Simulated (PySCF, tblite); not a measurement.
# CH9B3N4: dynamics, then NMR shifts on frames, part 2 of 2

tblite 0.8.0 and PySCF 2.14.0. Atoms count from 0.

### Step 6. Nuclear shieldings: 800 fs, PBE0/pcSseg-1

The job: settings as JSON, then the geometry in Å.

```
{"job": {"kind": "nmr", "xc": "PBE0", "basis": "pcSseg-1", "pop": false}, "charge": 0, "multiplicity": 1}
C      1.504800     1.162500     1.236200
N      0.507300     0.077600     1.594400
B     -0.811800     0.070900     1.231000
N     -1.256300     0.950000     0.203900
B     -2.693700     1.173200     0.040000
N     -3.472400     0.137000     0.623600
B     -3.023300    -0.867600     1.564400
N     -1.712500    -0.829800     1.969100
H      1.201200     2.189700     1.286900
H      2.137600     0.973500     0.388300
H      2.373000     1.254400     2.077100
H      1.014100    -0.585100     2.192500
H     -0.675400     1.676100    -0.003000
H     -3.097300     2.080300    -0.493900
H     -4.467200     0.244800     0.530400
H     -3.835900    -1.588000     1.854000
H     -1.310400    -1.306000     2.853300
```

Method: GIAO PBE0/pcSseg-1 NMR shielding, non-relativistic, gas phase.

Output:

```text
coarse grid: 14176 points
cycle   1  E = -336.7491516945  dE =  1.092e+00  |g| = 6.219e-01  |ddm| = 3.544e+00
cycle   2  E = -336.7028131015  dE =  4.634e-02  |g| = 7.956e-01  |ddm| = 1.083e+00
cycle   3  E = -336.8407458634  dE = -1.379e-01  |g| = 6.277e-02  |ddm| = 6.308e-01
cycle   4  E = -336.8415516316  dE = -8.058e-04  |g| = 2.460e-02  |ddm| = 5.743e-02
cycle   5  E = -336.8416801498  dE = -1.285e-04  |g| = 7.519e-03  |ddm| = 1.969e-02
cycle   6  E = -336.8416910488  dE = -1.090e-05  |g| = 2.733e-03  |ddm| = 6.556e-03
cycle   7  E = -336.8416926085  dE = -1.560e-06  |g| = 3.807e-04  |ddm| = 1.860e-03
final grid: 137152 points
cycle   8  E = -336.8740862848  dE = -4.739e-05  |g| = 9.801e-03  |ddm| = 2.628e-02
cycle   9  E = -336.8740741790  dE =  1.211e-05  |g| = 1.255e-02  |ddm| = 1.557e-02
cycle  10  E = -336.8741077423  dE = -3.356e-05  |g| = 7.787e-04  |ddm| = 8.236e-03
cycle  11  E = -336.8741078746  dE = -1.322e-07  |g| = 2.649e-04  |ddm| = 6.763e-04
cycle  12  E = -336.8741078892  dE = -1.460e-08  |g| = 7.131e-05  |ddm| = 2.066e-04
cycle  13  E = -336.8741078903  dE = -1.130e-09  |g| = 2.396e-05  |ddm| = 7.095e-05
cycle  14  E = -336.8741078904  dE = -1.163e-10  |g| = 7.189e-06  |ddm| = 1.997e-05
converged SCF energy = -336.8741078904

GIAO shielding tensors (ppm)
atom      isotropic    diamagn.    paramagn.     s11        s22        s33       span
  0 C      151.004     240.039     -89.034    127.203    134.395    191.416     64.213
  1 N      202.972     318.191    -115.219    178.627    195.238    235.050     56.422
  2 B       79.076     196.900    -117.824     57.215     72.469    107.542     50.327
  3 N      156.776     322.084    -165.308     42.920    181.648    245.760    202.840
  4 B       70.718     196.372    -125.654     40.843     55.048    116.264     75.420
  5 N      125.985     318.574    -192.590    -13.555    166.183    225.326    238.882
  6 B       73.637     191.642    -118.006     42.736     63.373    114.801     72.066
  7 N      137.871     325.297    -187.426     46.151    163.770    203.694    157.543
  8 H       29.300      29.413      -0.114     24.969     27.731     35.199     10.230
  9 H       29.094      30.875      -1.780     24.861     26.045     36.377     11.516
 10 H       27.169      24.724       2.445     22.555     25.196     33.756     11.201
 11 H       28.766      32.606      -3.840     19.248     29.685     37.365     18.116
 12 H       28.714      37.944      -9.230     23.024     29.689     33.427     10.403
 13 H       27.419      30.720      -3.301     25.538     27.342     29.375      3.837
 14 H       26.713      26.444       0.270     22.519     26.065     31.556      9.037
 15 H       27.760      28.382      -0.622     25.054     28.102     30.124      5.070
 16 H       25.594      28.498      -2.904     20.686     26.065     30.031      9.346
```

It took 28 s on 1 thread of Intel Xeon Platinum 8259CL at 2.50GHz, shared host; peak memory 0.84 GiB.

Key values: δ C0 35.9, N5 141.7, N7 129.9, N3 111.0, H16 6.12, H14 5.00 ppm.

### Step 7. Nuclear shieldings: 1000 fs, PBE0/pcSseg-1

The job: settings as JSON, then the geometry in Å.

```
{"job": {"kind": "nmr", "xc": "PBE0", "basis": "pcSseg-1", "pop": false}, "charge": 0, "multiplicity": 1}
C      0.819500     2.392100     1.506500
N      0.088900     1.195200     1.946000
B     -1.104100     0.585200     1.415700
N     -1.778800     1.094200     0.321400
B     -3.072200     0.827900    -0.003900
N     -3.650500     0.012500     0.978200
B     -3.085400    -0.617900     2.127200
N     -1.617900    -0.603800     2.121200
H      0.286700     2.790700     0.665900
H      1.824400     1.946000     1.199800
H      0.765800     3.066500     2.321500
H      0.547500     0.737000     2.794500
H     -1.496700     2.018700    -0.009200
H     -3.729400     1.259700    -0.901200
H     -4.572400    -0.418200     0.914900
H     -3.642800    -1.281000     2.781700
H     -1.168000    -1.125300     2.846600
```

Level: GIAO PBE0/pcSseg-1 NMR shielding, non-relativistic, gas phase.

Output:

```text
coarse grid: 14176 points
cycle   1  E = -336.7347505876  dE =  1.199e+00  |g| = 6.495e-01  |ddm| = 3.556e+00
cycle   2  E = -336.6765173278  dE =  5.823e-02  |g| = 8.508e-01  |ddm| = 1.171e+00
cycle   3  E = -336.8333452067  dE = -1.568e-01  |g| = 6.395e-02  |ddm| = 6.836e-01
cycle   4  E = -336.8341375782  dE = -7.924e-04  |g| = 2.940e-02  |ddm| = 6.140e-02
cycle   5  E = -336.8343122848  dE = -1.747e-04  |g| = 1.045e-02  |ddm| = 2.491e-02
cycle   6  E = -336.8343345784  dE = -2.229e-05  |g| = 2.781e-03  |ddm| = 8.417e-03
cycle   7  E = -336.8343361223  dE = -1.544e-06  |g| = 5.074e-04  |ddm| = 1.920e-03
final grid: 137152 points
cycle   8  E = -336.8677692140  dE = -4.570e-05  |g| = 1.042e-02  |ddm| = 2.495e-02
cycle   9  E = -336.8677548497  dE =  1.436e-05  |g| = 1.349e-02  |ddm| = 1.693e-02
cycle  10  E = -336.8677932140  dE = -3.836e-05  |g| = 9.283e-04  |ddm| = 9.110e-03
cycle  11  E = -336.8677934068  dE = -1.928e-07  |g| = 2.991e-04  |ddm| = 7.983e-04
cycle  12  E = -336.8677934249  dE = -1.815e-08  |g| = 9.077e-05  |ddm| = 2.365e-04
cycle  13  E = -336.8677934265  dE = -1.570e-09  |g| = 3.356e-05  |ddm| = 7.285e-05
cycle  14  E = -336.8677934267  dE = -2.271e-10  |g| = 7.575e-06  |ddm| = 2.463e-05
converged SCF energy = -336.8677934267

GIAO shielding tensors (ppm)
atom      isotropic    diamagn.    paramagn.     s11        s22        s33       span
  0 C      153.818     248.911     -95.093    131.973    150.057    179.424     47.451
  1 N      182.047     323.819    -141.772    151.606    170.458    224.078     72.472
  2 B       77.593     196.494    -118.901     56.967     72.127    103.687     46.720
  3 N      161.819     319.749    -157.931     71.419    167.954    246.084    174.665
  4 B       75.871     196.044    -120.173     47.546     65.318    114.749     67.202
  5 N      128.304     316.446    -188.142     -3.043    152.074    235.883    238.926
  6 B       67.578     199.744    -132.165     32.737     56.967    113.031     80.294
  7 N      134.605     320.180    -185.574      3.875    169.920    230.021    226.146
  8 H       29.103      32.682      -3.580     24.505     30.007     32.796      8.291
  9 H       26.843      29.316      -2.473     20.445     25.695     34.389     13.944
 10 H       28.895      28.013       0.882     23.272     27.594     35.819     12.547
 11 H       28.726      32.558      -3.832     20.078     30.962     35.137     15.058
 12 H       27.385      33.679      -6.294     20.830     28.453     32.873     12.043
 13 H       26.834      28.897      -2.063     24.309     26.892     29.301      4.992
 14 H       26.610      24.868       1.742     21.404     26.336     32.089     10.685
 15 H       27.930      31.039      -3.109     26.192     27.476     30.121      3.929
 16 H       27.085      33.166      -6.080     23.241     27.192     30.824      7.582
```

It took 28 s on 1 thread of Intel Xeon Platinum 8259CL at 2.50GHz, shared host; peak memory 0.84 GiB.

Key values: δ C0 33.1, N5 139.4, N7 133.1, N3 105.9, H14 5.11, H13 4.88 ppm.

### Step 8. Comparing the runs: NMR shifts

Shifts (ppm) of some atoms, chosen among heavy atoms and hydrogens apart, with basis size and wall time:

```
  frame    C0    H9   H16     N5     N3     N7    N1  functions  time
 250 fs  36.2  3.74  3.27  141.2  126.8  116.1  77.7        181  38 s
 425 fs  26.3  2.68  4.18  133.1  121.2  123.0  45.9        181  26 s
 625 fs  31.1  1.83  4.15  138.8   99.8  140.2  71.3        181  28 s
 800 fs  35.9  2.62  6.12  141.7  111.0  129.9  64.8        181  28 s
1000 fs  33.1  4.87  4.63  139.4  105.9  133.1  85.7        181  28 s
```

### Step 9. Outcome

What follows sums up all 2 parts.

```
                                           quantity                                                     value
                                         thermostat                                                     600 K
                      mean temperature, second half                                                     640 K
            mean potential energy above the minimum                                                   1.29 eV
     13C shifts against TMS (PBE0/pcSseg-1, 250 fs)                                                  36.2 ppm
      1H shifts against TMS (PBE0/pcSseg-1, 250 fs)  5.37, 4.56, 4.44, 4.14, 3.74, 3.61, 3.30, 3.27, 2.91 ppm
     15N shifts against NH3 (PBE0/pcSseg-1, 250 fs)                             141.2, 126.8, 116.1, 77.7 ppm
11B shifts against BF3·OEt2 (PBE0/pcSseg-1, 250 fs)                                      31.2, 28.9, 20.0 ppm
              surface potential, 1st and 99th percentile                                        -1.00 V and 1.48 V
                           range of the shift of N1                                          45.9 to 85.7 ppm
```

In the second half the potential energy averages 1.29 eV above the minimum; equipartition over 45 harmonic modes at 600 K would give 1.16 eV. With 17 atoms the temperature swings widely (387 to 828 K). Shifts at one fixed geometry are not the observed spectrum, which averages over the motion. In the first frame run (250 fs): Shielding is most anisotropic at N5 (span 265 ppm, paramagnetic term -192 ppm). In ppm, N1 moves most: its shift spreads over 39.8 ppm, from 45.9 (425 fs) to 85.7 (1000 fs).
